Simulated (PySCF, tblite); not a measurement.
# B3H5N3O radical, a small gas-phase stand-in for a defect centre (BN ring, N edge): EPR parameters

Wanted: the EPR parameters for `[O]N1BNBNB1`. It is drawn as: oxygen hole.

Computed with tblite 0.8.0 and PySCF 2.14.0; each step states its level. No surroundings beyond the atoms listed, unless a continuum is named. Atoms count from 0, parts from 1.

## 1. Starting point

12 atoms, charge 0, multiplicity 2; geometry: distance geometry start.

## 2. Relaxing the cluster with GFN2-xTB

The job: settings as JSON, then the geometry in Å.

```
{"job": {"kind": "relax", "xc": "GFN2-xTB", "basis": "xTB"}, "charge": 0, "multiplicity": 2}
B      0.098596    -0.488784    -2.285289
N     -0.328993    -0.156884    -0.837693
B      0.580970    -0.703043     0.299071
N      1.009084    -2.208125     0.150279
B      0.925626    -2.801223    -1.272472
N      0.986341    -1.752923    -2.443901
O      2.225286    -1.566166    -3.006324
H     -0.691173    -0.349890    -3.079493
H     -0.659862     0.790230    -0.672317
H      1.400512    -0.000987     0.699888
H      1.795993    -2.493801     0.721359
H      0.219401    -3.658035    -1.421770
```

With the program's defaults for keys left out, this is: GFN2-xTB geometry optimisation, gas phase.

Command:

```
OMP_NUM_THREADS=1 python cluster_run.py task.json out
```

One launch serves the whole session: the jobs run in the order shown.

The program printed:

```text
step      E/eV     max force
  0    -517.67523    4.334
  1    -518.68250    2.588
  2    -519.47425    2.663
  3    -519.77628    2.150
  4    -520.02766    1.270
  5    -520.09165    1.055
  6    -520.23590    1.111
  7    -520.33685    0.994
  8    -520.45023    0.973
  9    -520.54065    1.013
 10    -520.64518    0.888
 11    -520.77569    1.160
 12    -520.91390    1.125
 13    -521.04349    1.065
 14    -521.14003    0.857
 15    -521.18629    1.184
 16    -521.25850    0.707
 17    -521.34861    0.688
 18    -521.38345    0.500
 19    -521.40859    0.427
 20    -521.46173    0.712
 21    -521.50532    1.031
 22    -521.54718    0.678
 23    -521.57076    0.468
 24    -521.59055    0.449
 25    -521.60964    0.377
 26    -521.62532    0.296
 27    -521.63526    0.228
 28    -521.64135    0.157
 29    -521.64509    0.142
 30    -521.64706    0.096
 31    -521.64821    0.124
 32    -521.64941    0.096
 33    -521.65090    0.098
 34    -521.65207    0.086
 35    -521.65264    0.051
 36    -521.65319    0.059
 37    -521.65382    0.061
 38    -521.65455    0.073
 39    -521.65515    0.065
 40    -521.65564    0.051
 41    -521.65601    0.037
 42    -521.65627    0.038
 43    -521.65646    0.029
 44    -521.65660    0.027
 45    -521.65670    0.021
 46    -521.65676    0.018
 47    -521.65679    0.016
 48    -521.65684    0.021
 49    -521.65691    0.025
 50    -521.65699    0.027
 51    -521.65705    0.022
 52    -521.65708    0.022
 53    -521.65712    0.018
 54    -521.65717    0.017
 55    -521.65721    0.018
 56    -521.65723    0.013
 57    -521.65725    0.014
 58    -521.65727    0.011
 59    -521.65728    0.006
```

Run time: 1.3 s. Hardware: 1 thread of Arm Neoverse V1, shared host.

Along the way:

| step | energy from step 0 (eV) | largest force (eV/Å) |
| --- | --- | --- |
| 0 | 0.0000 | 4.3335 |
| 2 | -1.7990 | 2.6632 |
| 4 | -2.3524 | 1.2704 |
| 6 | -2.5607 | 1.1111 |
| 8 | -2.7750 | 0.9732 |
| 10 | -2.9699 | 0.8883 |
| 12 | -3.2387 | 1.1242 |
| 14 | -3.4648 | 0.8564 |
| 16 | -3.5833 | 0.7074 |
| 18 | -3.7082 | 0.4999 |
| 20 | -3.7865 | 0.7114 |
| 22 | -3.8719 | 0.6779 |
| 24 | -3.9153 | 0.4487 |
| 26 | -3.9501 | 0.2964 |
| 28 | -3.9661 | 0.1570 |
| 30 | -3.9718 | 0.0957 |
| 32 | -3.9742 | 0.0956 |
| 34 | -3.9768 | 0.0857 |
| 36 | -3.9780 | 0.0583 |
| 38 | -3.9793 | 0.0737 |
| 40 | -3.9804 | 0.0510 |
| 42 | -3.9810 | 0.0383 |
| 44 | -3.9814 | 0.0266 |
| 46 | -3.9815 | 0.0175 |
| 48 | -3.9816 | 0.0207 |
| 50 | -3.9818 | 0.0267 |
| 52 | -3.9818 | 0.0222 |
| 54 | -3.9819 | 0.0175 |
| 56 | -3.9820 | 0.0135 |
| 58 | -3.9820 | 0.0107 |
| 59 | -3.9820 | 0.0060 |

Close pairs (by a distance rule), those that changed most:

| bond | before (Å) | after (Å) | change (Å) |
| --- | --- | --- | --- |
| B2–N3 | 1.572 | 1.421 | -0.151 |
| B0–N1 | 1.545 | 1.406 | -0.140 |
| N3–B4 | 1.544 | 1.405 | -0.138 |
| N1–B2 | 1.555 | 1.421 | -0.134 |
| B4–N5 | 1.573 | 1.454 | -0.119 |
| B0–N5 | 1.553 | 1.454 | -0.099 |
| N5–O6 | 1.373 | 1.289 | -0.084 |
| B4–H11 | 1.120 | 1.168 | +0.047 |

## 3. Optimising the geometry at PBE0-D3(BJ)/def2-SVP

The job: settings as JSON, then the geometry in Å.

```
{"job": {"xc": "PBE0", "basis": "def2-SVP", "d3": "d3bj", "grid": 2, "kind": "geom", "shake": 0.01}, "charge": 0, "multiplicity": 2}
B     -0.446133     0.764758    -1.104801
N     -0.519459     1.291345     0.199509
B     -0.093338     0.577114     1.338834
N      0.474564    -0.723960     1.119055
B      0.531935    -1.335402    -0.154249
N      0.066256    -0.545319    -1.282679
O      0.145277    -1.060115    -2.463408
H     -0.816563     1.395500    -2.047085
H     -0.885752     2.230131     0.356344
H     -0.134351     1.038045     2.432627
H      0.750689    -1.257405     1.929824
H      0.965366    -2.402277    -0.306969
```

The program printed:

```text
step   0  E = -316.58458688  max force = 0.026208
step   1  E = -316.58796369  max force = 0.002607
step   2  E = -316.58799623  max force = 0.001057
step   3  E = -316.58800878  max force = 0.000709
step   4  E = -316.58801499  max force = 0.000135
optimisation converged
```

It took 76 s on 1 thread of Arm Neoverse V1, shared host; peak memory 0.71 GiB.

The steps of the relaxation:

| step | energy from step 0 (eV) | largest force component (eV/Å) |
| --- | --- | --- |
| 0 | 0.0000 | 1.3477 |
| 1 | -0.0919 | 0.1341 |
| 2 | -0.0928 | 0.0544 |
| 3 | -0.0931 | 0.0365 |
| 4 | -0.0933 | 0.0069 |

Close pairs (by a distance rule), those that changed most:

| bond | before (Å) | after (Å) | change (Å) |
| --- | --- | --- | --- |
| B0–N5 | 1.418 | 1.460 | +0.043 |
| B4–H11 | 1.162 | 1.202 | +0.040 |
| B2–H9 | 1.188 | 1.207 | +0.019 |
| N1–B2 | 1.411 | 1.430 | +0.019 |
| B0–H7 | 1.193 | 1.202 | +0.009 |
| B0–N1 | 1.409 | 1.417 | +0.009 |
| N1–H8 | 1.020 | 1.012 | -0.008 |
| B2–N3 | 1.437 | 1.430 | -0.007 |

The end geometry stands in the next job.

| at the end point | value |
| --- | --- |
| point group (found at 0.08 Å tolerance) | C2v |
| rotational constants (GHz, main isotopes) | 5.187, 2.662, 1.759 |
| dipole moment (D) | 3.54 |
| ⟨S²⟩ | 0.753 |

## 4. g tensor and hyperfine couplings: B3LYP/IGLO-III+pcH-1

The job: settings as JSON, then the geometry in Å.

```
{"job": {"kind": "epr"}, "charge": 0, "multiplicity": 2}
B     -0.463265     0.802866    -1.083657
N     -0.514160     1.312413     0.237620
B     -0.067501     0.584486     1.384169
N      0.454372    -0.728865     1.168970
B      0.548996    -1.335722    -0.108147
N      0.079357    -0.543804    -1.241573
O      0.146128    -1.053189    -2.427665
H     -0.836444     1.413927    -2.048779
H     -0.885571     2.243884     0.375276
H     -0.129441     1.060493     2.491426
H      0.772786    -1.256486     1.972023
H      0.985444    -2.440498    -0.290329
```

Level: UKS B3LYP, IGLO-III on B N O, pcH-1 on H, non-relativistic, mean-field spin-orbit, GIAO.

The program printed:

```text
UKS, coarse grid
  cycle   1  E = -317.19171504  |g| = 5.62e-01
  cycle   2  E = -316.89952752  |g| = 1.06e+00
  cycle   3  E = -317.31829181  |g| = 1.13e-01
  cycle   4  E = -317.32128440  |g| = 9.24e-02
  cycle   5  E = -317.32457792  |g| = 2.01e-02
  cycle   6  E = -317.32478966  |g| = 9.31e-03
  cycle   7  E = -317.32483563  |g| = 4.42e-03
  cycle   8  E = -317.32484496  |g| = 1.72e-03
  cycle   9  E = -317.32484692  |g| = 2.15e-04
UKS, final grid
  cycle   1  E = -317.32483657  |g| = 1.94e-04
  cycle   2  E = -317.32483657  |g| = 2.53e-04
  cycle   3  E = -317.32483659  |g| = 5.29e-05
  cycle   4  E = -317.32483660  |g| = 3.28e-05
  cycle   5  E = -317.32483660  |g| = 1.66e-05
E = -317.32483660 Eh   <S^2> = 0.7535 (exact 0.7500)
g shifts (ppm)      1          2          3
  rmc          -278       -278       -278
  gc            -16         54         59
  oz_so         -11       3857      19416
  total        -305       3633      19197
hyperfine (MHz)  atom isotope    a_iso     a_fc   dipolar eigenvalues
    0   11B      -4.92      -4.92     -5.12      0.03      5.09
    1   14N      -0.64      -0.64     -0.66     -0.18      0.85
    2   11B       1.28       1.28     -2.30     -1.00      3.29
    3   14N      -0.64      -0.64     -0.66     -0.19      0.85
    4   11B      -4.92      -4.92     -5.12      0.03      5.10
    5   14N       0.36       0.36    -11.41     -9.84     21.25
    6   17O     -46.61     -46.61   -213.87    105.95    107.93
    7    1H      -4.45      -4.45     -3.52     -3.08      6.60
    8    1H      -1.52      -1.52     -1.39     -1.36      2.75
    9    1H      -2.63      -2.63     -1.64     -0.80      2.44
   10    1H      -1.53      -1.53     -1.39     -1.36      2.75
   11    1H      -4.45      -4.45     -3.52     -3.08      6.60
```

Run time: 71 s. Hardware: 1 thread of Arm Neoverse V1, shared host; peak memory 1.1 GiB.

Principal g values 2.00201, 2.00595, 2.02152; g(iso) = 2.00983, against 2.00232 for a free electron.

Hyperfine couplings; where a row names several nuclei, a(iso) is their mean (it holds for fast rotation or exchange) and the dipolar term the largest among them:

| nuclei | isotope | a(iso) (MHz) | a(iso) (G, at g = 2.0023) | largest dipolar term (MHz) |
| --- | --- | --- | --- | --- |
| O6 | 17O | -46.6 | -16.6 | -213.9 |
| B0, B4 | 11B | -4.9 | -1.8 | -5.1 |
| H7, H11 | 1H | -4.4 | -1.6 | 6.6 |
| H9 | 1H | -2.6 | -0.9 | 2.4 |
| H8, H10 | 1H | -1.5 | -0.5 | 2.8 |
| B2 | 11B | 1.3 | 0.5 | 3.3 |
| N1, N3 | 14N | -0.6 | -0.2 | 0.8 |
| N5 | 14N | 0.4 | 0.1 | 21.2 |

Mulliken spin populations:

| atom | value (e) |
| --- | --- |
| B0 | 0.04 |
| N1 | 0.00 |
| B2 | 0.04 |
| N3 | 0.00 |
| B4 | 0.04 |
| N5 | 0.21 |
| O6 | 0.68 |
| H7 | 0.00 |
| H8 | 0.00 |
| H9 | 0.00 |
| H10 | 0.00 |
| H11 | 0.00 |

In first order the couplings over 0.8 MHz of 11B, 1H give 504 distinct lines over 17.1 G, if the averaged nuclei exchange fast; the same motion can average rows kept apart here too.

## 5. g tensor and hyperfine couplings: BHandHLYP/IGLO-III+pcH-1

Same as in step 4 but for these lines:

```diff
@@ -1,2 +1,2 @@
-{"job": {"kind": "epr"}, "charge": 0, "multiplicity": 2}
+{"job": {"kind": "epr", "xc": "BHandHLYP"}, "charge": 0, "multiplicity": 2}
 B     -0.463265     0.802866    -1.083657
```

Level: UKS BHandHLYP, IGLO-III on B N O, pcH-1 on H, non-relativistic, mean-field spin-orbit, GIAO.

The program printed:

```text
UKS, coarse grid
  cycle   1  E = -317.01236122  |g| = 5.19e-01
  cycle   2  E = -316.95784969  |g| = 7.24e-01
  cycle   3  E = -317.13947841  |g| = 6.03e-02
  cycle   4  E = -317.14239903  |g| = 5.50e-02
  cycle   5  E = -317.14410712  |g| = 1.92e-02
  cycle   6  E = -317.14469854  |g| = 1.05e-02
  cycle   7  E = -317.14487128  |g| = 4.43e-03
  cycle   8  E = -317.14489521  |g| = 1.47e-03
  cycle   9  E = -317.14489770  |g| = 5.49e-04
UKS, final grid
  cycle   1  E = -317.14489137  |g| = 4.14e-04
  cycle   2  E = -317.14489149  |g| = 3.34e-04
  cycle   3  E = -317.14489155  |g| = 1.39e-04
  cycle   4  E = -317.14489157  |g| = 8.23e-05
  cycle   5  E = -317.14489158  |g| = 2.48e-05
E = -317.14489158 Eh   <S^2> = 0.7566 (exact 0.7500)
g shifts (ppm)      1          2          3
  rmc          -295       -295       -295
  gc            -17         57         61
  oz_so          -6       4272      22087
  total        -318       4033      21853
hyperfine (MHz)  atom isotope    a_iso     a_fc   dipolar eigenvalues
    0   11B      -6.63      -6.63     -4.16      0.87      3.30
    1   14N      -0.36      -0.36     -0.61     -0.13      0.74
    2   11B       0.75       0.75     -1.59     -0.27      1.86
    3   14N      -0.36      -0.36     -0.61     -0.13      0.74
    4   11B      -6.63      -6.63     -4.17      0.86      3.30
    5   14N       2.51       2.51    -10.71     -9.36     20.07
    6   17O     -78.56     -78.56   -233.00    114.94    118.06
    7    1H      -3.50      -3.50     -3.62     -3.10      6.72
    8    1H      -1.69      -1.69     -1.37     -1.27      2.64
    9    1H      -1.74      -1.74     -1.29     -0.77      2.06
   10    1H      -1.69      -1.69     -1.37     -1.27      2.64
   11    1H      -3.50      -3.50     -3.62     -3.10      6.72
```

Run time: 73 s. Hardware: 1 thread of Arm Neoverse V1, shared host; peak memory 1.2 GiB.

In short: g(iso) 2.01084.

## 6. Run by run: EPR parameters

g, ⟨S²⟩ and isotropic hyperfine couplings (MHz), with basis size and wall time:

| run | g(iso) | ⟨S²⟩ | 17O O6 | 11B B0 (mean) | 1H H7 (mean) | 1H H9 | 1H H8 (mean) | functions | time |
| --- | --- | --- | --- | --- | --- | --- | --- | --- | --- |
| B3LYP/IGLO-III+pcH-1 | 2.00983 | 0.753 | -46.6 | -4.9 | -4.4 | -2.6 | -1.5 | 295 | 71 s |
| BHandHLYP/IGLO-III+pcH-1 | 2.01084 | 0.757 | -78.6 | -6.6 | -3.5 | -1.7 | -1.7 | 295 | 73 s |

## 7. Outcome

| quantity | value |
| --- | --- |
| point group | C2v |
| rotational constants (main isotopes) | 5.19, 2.66, 1.76 GHz |
| g(iso) (B3LYP) | 2.00983 |
| ⟨S²⟩ | 0.753 (exact 0.75) |
| largest a(iso) (averaged by class) | 17O on O6, -46.6 MHz |

In words: The start of the PBE0/def2-SVP relaxation was shaken at random by about 0.01 Å, so part of the energy gained, and of the first lengths quoted, undoes that. Over 4 steps the energy fell by 0.093 eV; of the close pairs, B0–N5 changed most, 1.418 to 1.460 Å (PBE0/def2-SVP). No frequency check was run at this level, so the end point may be a saddle. The largest share of the spin, 0.68 e, sits on O6. The isotropic g lies 7.5 ppt above the free-electron value. The coupling of 17O on O6 runs from -78.6 (BHandHLYP/IGLO-III+pcH-1) to -46.6 MHz (B3LYP/IGLO-III+pcH-1). A capped cluster stands for the solid here, so long-range fields and strain are missing, and bands or shifts of the capping hydrogens have no counterpart in it.
